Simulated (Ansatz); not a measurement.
# Bi2Pd: the cost of one run

Program: Ansatz 0.2.0. Level of theory: DFT PBEsol, scalar-relativistic, plane waves, PAW. These are calculated values, not measurements.

## Step 1: The structure to begin with

It takes space group I4/mmm (No. 139, tetragonal). The conventional cell has a = 3.360 Å, b = 3.360 Å, c = 12.799 Å, α = 90.00°, β = 90.00°, γ = 90.00°. Around Bi (site symmetry 4mm) lie 4 Pd at 2.95 Å and 5 Bi at 3.36 to 3.51 Å. Around Pd (site symmetry 4/mmm) lie 8 Bi at 2.95 Å and 4 Pd at 3.36 Å.

As a file:

```cif
data_structure
_symmetry_space_group_name_H-M 'I4/mmm'
_symmetry_Int_Tables_number 139
_cell_length_a 3.3603
_cell_length_b 3.3603
_cell_length_c 12.7991
_cell_angle_alpha 90.000
_cell_angle_beta 90.000
_cell_angle_gamma 90.000
_cell_volume 144.53
loop_
_atom_site_label
_atom_site_type_symbol
_atom_site_symmetry_multiplicity
_atom_site_Wyckoff_symbol
_atom_site_fract_x
_atom_site_fract_y
_atom_site_fract_z
_atom_site_occupancy
Bi1 Bi 4 e 0.00000 0.00000 0.36307 1
Pd1 Pd 2 a 0.00000 0.00000 0.00000 1
```

An earlier run at PBEsol left this cell at 24.088 Å³/atom and 0.02 GPa (14×14×14 mesh), metallic.

## Step 2: Electron-phonon coupling, resistivity and closed forms of Tc

The input, input.yaml:

```yaml
crystal:
  lattice:
    - [-1.680172604, 1.680172604, 6.3995336774]
    - [1.680172604, -1.680172604, 6.3995336774]
    - [1.680172604, 1.680172604, -6.3995336774]
  atoms:
    - { symbol: Bi, position: [0.3630715307, 0.3630715307, 0.0] }
    - { symbol: Bi, position: [0.6369284693, 0.6369284693, 0.0] }
    - { symbol: Pd, position: [0.0, 0.0, 0.0] }
basis:
  ecutwfc: 420
  ecutrho_ratio: 4
kpoints:
  mp_grid: { grid: [14, 14, 14] }
hamiltonian:
  xc: pbesol
scf:
  occupations: { method: methfessel_paxton, width: 0.2 }
output: {}
phonons:
  supercell: [2, 2, 2]
  qpath:
    path:
      - [[0.0, 0.0, 0.0], [0.0, 0.0, 0.5], [0.25, 0.25, 0.25], [0.0, 0.5, 0.0], [0.0, 0.0, 0.0], [0.5, 0.5, -0.5], [0.26723261, 0.73276739, -0.26723261]]
      - [[-0.26723261, 0.26723261, 0.26723261], [0.0, 0.0, 0.0]]
      - [[0.0, 0.0, 0.5], [-0.03446523, 0.03446523, 0.5]]
      - [[0.5, 0.5, -0.03446523], [0.5, 0.5, -0.5]]
    npoints: 6
  electrical_resistivity: { mesh: [28, 28, 28], temperatures: [50, 100, 200, 300, 500] }
  superconductivity: { mesh: [28, 28, 28], eliashberg_equations: false }
```

Launch:

```
$ ansatz run input.yaml --threads 8 --pin off --max-ram 15360MiB --backend cpu --events-out ev --progress --plain --runs-dir out
```

Q: Estimate wall time and peak memory on 8 threads of Arm Neoverse N1, shared host.

About 29 min, with a peak of 13 GiB.
